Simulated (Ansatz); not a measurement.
**CH₂FNSi: one structure at several levels**

The task here is to estimate one member of a computed series from the others.

The runs use Ansatz 0.2.0, Gaussian basis; single points in def2-TZVPP.

Correlated methods freeze the cores.

## The system as given

6 atoms, charge 0, spin multiplicity 1.

Atoms are counted from 1 here; the program's logs count them from 0.

Bond lengths: N1–C2 1.304 Å, N1–H5 1.185 Å, N1–H6 0.815 Å, C2–Si3 1.719 Å, Si3–F4 1.668 Å. Angles: C2–N1–H5 116.9°, C2–N1–H6 137.1°, H5–N1–H6 104.4°, N1–C2–Si3 131.5°, C2–Si3–F4 115.9°.

Coordinates:

```xyz
6
charge 0, multiplicity 1
N     0.1311    1.1021    0.3654
C    -0.3413   -0.0366   -0.0596
Si    0.3742   -1.5950   -0.1756
F    -0.6624   -2.8453   -0.5554
H     0.4780    1.8797   -0.4590
H     0.1177    1.5325    1.0571
```

Set-up of the first run:

File run/in.yaml:

```yaml
crystal:
  periodic: [false, false, false]
  atoms:
    - {symbol: N, position_ang: [0.131100, 1.102100, 0.365400]}
    - {symbol: C, position_ang: [-0.341300, -0.036600, -0.059600]}
    - {symbol: Si, position_ang: [0.374200, -1.595000, -0.175600]}
    - {symbol: F, position_ang: [-0.662400, -2.845300, -0.555400]}
    - {symbol: H, position_ang: [0.478000, 1.879700, -0.459000]}
    - {symbol: H, position_ang: [0.117700, 1.532500, 1.057100]}
basis:
  gaussian: {orbitals: def2-TZVPP}
correlation: {method: ccsd_t}
output: {forces: true}
```

The command line of these runs was not kept.

Among the steps run: CCSD(T)/def2-TZVPP; PBE0-D4/def2-TZVPP; wB97M-V/def2-TZVPP; r2SCAN-D4/def2-TZVPP; PBE-D4/def2-TZVPP; SPW92/def2-TZVPP; wB97X-V/def2-TZVPP.

One of the session's tables, all rows but one given; the rest of the session is left out.

| method | RMS force component (eV/Å) | angle to CCSD(T) forces (°) | dipole (D) |
| --- | --- | --- | --- |
| CCSD(T) | 6.249 | reference | 4.71 |
| PBE0-D4 | 6.335 | 2.6 | 4.61 |
| wB97M-V | ? | ? | ? |
| r2SCAN-D4 | 6.243 | 2.2 | 4.51 |
| PBE-D4 | 6.253 | 3.2 | 4.44 |
| SPW92 | 6.401 | 4.0 | 4.54 |
| wB97X-V | 6.371 | 1.9 | 4.76 |

Q: Estimate the row for wB97M-V from the others.

As computed: RMS force component (eV/Å): 6.299; angle to CCSD(T) forces (°): 2.2; dipole (D): 4.69. In the column «RMS force component (eV/Å)» it lies between PBE-D4 (6.253) and PBE0-D4 (6.335).
